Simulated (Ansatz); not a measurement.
# BrCl2Sb: the cost of one run

All numbers are computed with the Python package of Ansatz 0.2.0. Level of theory: CAM-B3LYP/def2-SVP.

## (1) Starting point

Bond lengths: Cl1–Sb2 2.444 Å, Sb2–Cl3 2.395 Å, Sb2–Br4 2.584 Å. Angles: Cl1–Sb2–Cl3 91.2°, Cl1–Sb2–Br4 90.7°, Cl3–Sb2–Br4 90.8°.

No structure file is read: the coordinates are typed or built in the script.

## (2) The script

Contents of ip_brcl2sb.py:

```python
# -*- coding: utf-8 -*-
"""Vertical ionisation energy of BrCl2Sb."""

import ansatz


def energy(molecule, charge=0, unpaired=0):
    calc = (
        molecule.calculation()
        .basis(gaussian="def2-SVP")
        .functional("cam_b3lyp")
    )
    if charge:
        calc = calc.charge(charge)
    if unpaired:
        calc = calc.spin("collinear", total=unpaired)
    report = calc.run(threads=1, pin="off").report
    if report["published_state_doubts"]:
        print("  doubts:", report["published_state_doubts"])
    return report["free_energy_ev"]


def main():
    system = (
        ansatz.Crystal.molecule()
        .atom("Cl", [1.3066, 0.4688, 1.5095])
        .atom("Sb", [-0.8606, -0.1544, 0.5682])
        .atom("Cl", [0.1473, -1.8982, -0.728])
        .atom("Br", [-0.5378, 1.5235, -1.37])
    )

    # delta-SCF style differences, no relaxation
    parent = energy(system, 0, 0)
    cation = energy(system, 1, 1)
    print(f"E(N)   = {parent:.5f} eV")
    print(f"E(N-1) = {cation:.5f} eV  (1 unpaired)")
    print(f"vertical ionisation energy {cation - parent:.3f} eV")


if __name__ == "__main__":
    main()
```

## (3) The input behind the calls

The package turns the script's settings into the engine's input (first run):

```yaml
crystal:
  periodic: [false, false, false]
  atoms:
    - { symbol: Cl, position_ang: [1.3066, 0.4688, 1.5095] }
    - { symbol: Sb, position_ang: [-0.8606, -0.1544, 0.5682] }
    - { symbol: Cl, position_ang: [0.1473, -1.8982, -0.728] }
    - { symbol: Br, position_ang: [-0.5378, 1.5235, -1.37] }
basis:
  gaussian:
    orbitals: def2-SVP
hamiltonian:
  xc: cam_b3lyp
```

## (4) Running it

Started as:

```console
$ python ip_brcl2sb.py
```

What time and memory should one allow on 1 thread of Arm Neoverse V1, shared host?

About 53 s, with a peak of 0.53 GiB.
